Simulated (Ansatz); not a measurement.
# W: the cost of one run

Program: Ansatz 0.2.0. Level of theory: DFT LDA, scalar-relativistic. These are calculated values, not measurements.

### 1 Starting point

The structure is cubic, space group Fm-3m (No. 225). The conventional cell has a = 4.060 Å, b = 4.060 Å, c = 4.060 Å, α = 90.00°, β = 90.00°, γ = 90.00°. W (site symmetry m-3m) has 12 W at 2.87 Å as nearest neighbours.

As a file:

```cif
data_structure
_symmetry_space_group_name_H-M 'P 1'
_symmetry_Int_Tables_number 1
_cell_length_a 2.8709
_cell_length_b 2.8709
_cell_length_c 2.8709
_cell_angle_alpha 60.000
_cell_angle_beta 60.000
_cell_angle_gamma 60.000
_cell_volume 16.73
loop_
_atom_site_label
_atom_site_type_symbol
_atom_site_fract_x
_atom_site_fract_y
_atom_site_fract_z
_atom_site_occupancy
W1 W 0.00000 0.00000 0.00000 1
```

### 2 The deformed structure

Space group Fm-3m before, I4/mmm after.

### 3 LAPW, all electrons

The input, input.yaml:

```yaml
crystal:
  lattice:
    - [0.0, 2.03, 2.0706]
    - [2.03, 0.0, 2.0706]
    - [2.03, 2.03, 0.0]
  atoms:
    - { symbol: W, position: [0.0, 0.0, 0.0] }
kpoints:
  mp_grid: { grid: [14, 14, 14] }
  band_path:
    path:
      - [0.0, 0.0, 0.0]
      - [0.0, 0.5, 0.5]
      - [0.25, 0.75, 0.5]
      - [0.0, 0.5, 0.0]
      - [0.0, 0.0, 0.0]
      - [0.5, 0.5, 0.0]
      - [0.3701460977, 0.6298539023, 0.0]
      - [-0.3701460977, 0.3701460977, 0.0]
      - [0.0, 0.0, 0.0]
    npoints: 5
scf:
  occupations: { method: fermi_dirac, width: 0.05 }
hamiltonian:
  xc: lda
  pseudopotentials: { kind: all_electron, lapw: { basis_error: 0.00025 } }
output:
  forces: true
  stress: true
  eigenvalues: true
```

Started as:

```sh
$ ansatz run input.yaml --threads 1 --pin off --max-ram 3072MiB --backend cpu --events-out ev --progress --plain --runs-dir out
```

**Question.** How long does this run take on 1 thread of Intel Xeon Platinum 8488C (Sapphire Rapids), shared host, and how much memory does it need?

About 31 s, with a peak of 0.6 GiB.
